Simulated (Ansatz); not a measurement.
Run this with Ansatz 0.2.0 through its Python package and show what comes out.

`h4osesi_cas.py`
```python
"""Static correlation in H4OSeSi: natural occupations of an active space."""

from dataclasses import dataclass

import ansatz as az
from ase import Atoms


@dataclass(frozen=True)
class RunConfig:
    basis: str = "def2-SVP"


opts = RunConfig()

atoms = Atoms(["O", "Si", "Se", "H", "H", "H", "H"], positions=[
    (-1.1821, -0.745, -0.4884),
    (-0.0946, 0.4315, 0.0979),
    (1.4332, -0.649, 1.3493),
    (-1.7887, -0.1477, -1.0399),
    (0.5778, 1.096, -1.0463),
    (-0.7816, 1.4515, 0.924),
    (1.8973, -1.5054, 0.1579),
])
mol = az.Crystal.molecule_from_ase(atoms)

job = (
    mol.calculation()
    .basis(gaussian=opts.basis)
    .correlation(active_electrons=4, active_orbitals=4)
)
for method in ["sc_nevpt2"]:
    summary = (job if method is None else job.correlation(method)).run(threads=1, backend="cpu").report
    space = summary["configurations"]
    state = space["states"][0]
    print(method or "casscf", f"total {summary['free_energy_ev'] / 27.211386246:.6f} Ha, active-space state {state['energy']['hartree']:.6f} Ha, mean field {summary['reference_energy_ev'] / 27.211386246:.6f} Ha")
    print("  determinants", state["n_determinants"], " natural occupations", [round(n, 3) for n in space["natural_occupations"]])
print("effectively unpaired electrons, sum of min(n, 2 - n):", round(sum(min(n, 2 - n) for n in space["natural_occupations"]), 3))
```

Output of `python h4osesi_cas.py`:
```text
sc_nevpt2 total -2766.100511 Ha, active-space state -2765.610380 Ha, mean field -2765.569788 Ha
  determinants 36  natural occupations [1.976, 1.966, 0.034, 0.024]
effectively unpaired electrons, sum of min(n, 2 - n): 0.117
```

What to keep in mind:
- Total energies depend on the basis set; only differences at equal settings carry meaning.
- The geometry is a force-field or estimated start, not a minimum of this method, and the basis set is short of its limit. The active space starts as a window about the frontier orbitals and is then optimised, not chosen by chemistry.
- Wall time of the script: 13 s on 1 thread of Intel(R) Xeon(R) Platinum 8488C (Sapphire Rapids) (shared host), peak memory 0.26 GiB.

(Lines on the test bed's own set-up are left out of the output.)
